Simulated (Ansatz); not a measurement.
# C3H10BrNOSi: basis-set convergence

An exercise on one series of results from a longer session: the logs are not shown, and one member is left open.

The runs use Ansatz 0.2.0, Gaussian basis; one geometry, several basis sets.

The runs, in order: PBE0-D4/def2-SVP; ωB97M-V/def2-SVP; PBE0-D4/def2-QZVPP; ωB97M-V/def2-QZVPP; the functionals' def2-TZVPP values are taken from earlier runs.

1 further run of the same task is left out (it didn't finish).

## The geometry

All runs share one geometry, relaxed beforehand with PBE0-D4 in a triple-zeta def2 set.

SMILES `CN(C)[Si](C)(O)Br`, 17 atoms, charge 0, spin multiplicity 1.

Atoms are counted from 1 here; the program's logs count them from 0.

Bond lengths: C1–N2 1.446 Å, C1–H8 1.099 Å, C1–H9 1.091 Å, C1–H10 1.097 Å, N2–C3 1.443 Å, N2–Si4 1.707 Å, C3–H11 1.099 Å, C3–H12 1.097 Å, C3–H13 1.090 Å, Si4–C5 1.849 Å, Si4–O6 1.638 Å, Si4–Br7 2.245 Å, C5–H14 1.091 Å, C5–H15 1.092 Å, C5–H16 1.094 Å, O6–H17 0.959 Å. Angles: N2–C1–H8 111.8°, N2–C1–H9 110.8°, N2–C1–H10 110.6°, H8–C1–H9 108.1°, H8–C1–H10 107.5°, H9–C1–H10 107.9°, C1–N2–C3 113.1°, C1–N2–Si4 120.5°, C3–N2–Si4 124.4°, N2–C3–H11 111.9°, N2–C3–H12 110.5°, N2–C3–H13 110.8°, H11–C3–H12 107.5°, H11–C3–H13 108.3°, H12–C3–H13 107.7°, N2–Si4–C5 116.8°, N2–Si4–O6 109.7°, N2–Si4–Br7 106.9° and more.

Set-up of the first run:

File in.yaml:

```yaml
crystal:
  periodic: [false, false, false]
  atoms:
    - {symbol: C, position_ang: [-0.095942, -0.341909, -1.805676]}
    - {symbol: N, position_ang: [0.224159, -0.593405, -0.417745]}
    - {symbol: C, position_ang: [-0.065070, -1.945634, -0.006263]}
    - {symbol: Si, position_ang: [0.503920, 0.703919, 0.656318]}
    - {symbol: C, position_ang: [-0.986243, 1.491490, 1.417090]}
    - {symbol: O, position_ang: [1.299016, 1.905034, -0.123918]}
    - {symbol: Br, position_ang: [1.773785, -0.093860, 2.326355]}
    - {symbol: H, position_ang: [-1.158813, -0.523546, -2.019355]}
    - {symbol: H, position_ang: [0.131447, 0.690619, -2.074464]}
    - {symbol: H, position_ang: [0.488943, -0.998589, -2.462296]}
    - {symbol: H, position_ang: [-1.132838, -2.185800, -0.109496]}
    - {symbol: H, position_ang: [0.495642, -2.662278, -0.619317]}
    - {symbol: H, position_ang: [0.222100, -2.103380, 1.033489]}
    - {symbol: H, position_ang: [-0.700950, 2.286524, 2.108314]}
    - {symbol: H, position_ang: [-1.573873, 0.751050, 1.963816]}
    - {symbol: H, position_ang: [-1.616993, 1.921560, 0.634057]}
    - {symbol: H, position_ang: [2.172706, 1.697709, -0.460912]}
basis:
  gaussian: {orbitals: def2-SVP}
hamiltonian: {xc: pbe0, dispersion: d4}
output: {orbitals: {seedname: orbitals}}
```

Steps of the session up to this table: PBE0-D4 in def2-SVP; ωB97M-V in def2-SVP; PBE0-D4 in def2-QZVPP; ωB97M-V in def2-QZVPP.

One of the session's tables, all rows but one given; the rest of the session is left out.

It belongs to the step «Density functionals: the series». 

| functional | basis | HOMO (eV) | LUMO (eV) |
| --- | --- | --- | --- |
| PBE0-D4 | def2-SVP | ? | ? |
| PBE0-D4 | def2-TZVPP | -6.60 | 0.72 |
| PBE0-D4 | def2-QZVPP | -6.62 | 0.27 |
| ωB97M-V | def2-SVP | -8.78 | 2.99 |
| ωB97M-V | def2-TZVPP | -8.90 | 2.15 |
| ωB97M-V | def2-QZVPP | -8.92 | 1.42 |

Q: Estimate the row for PBE0-D4, def2-SVP from the others.

**Answer.** HOMO (eV): -6.48; LUMO (eV): 1.37. In the column «HOMO (eV)» it is the highest.
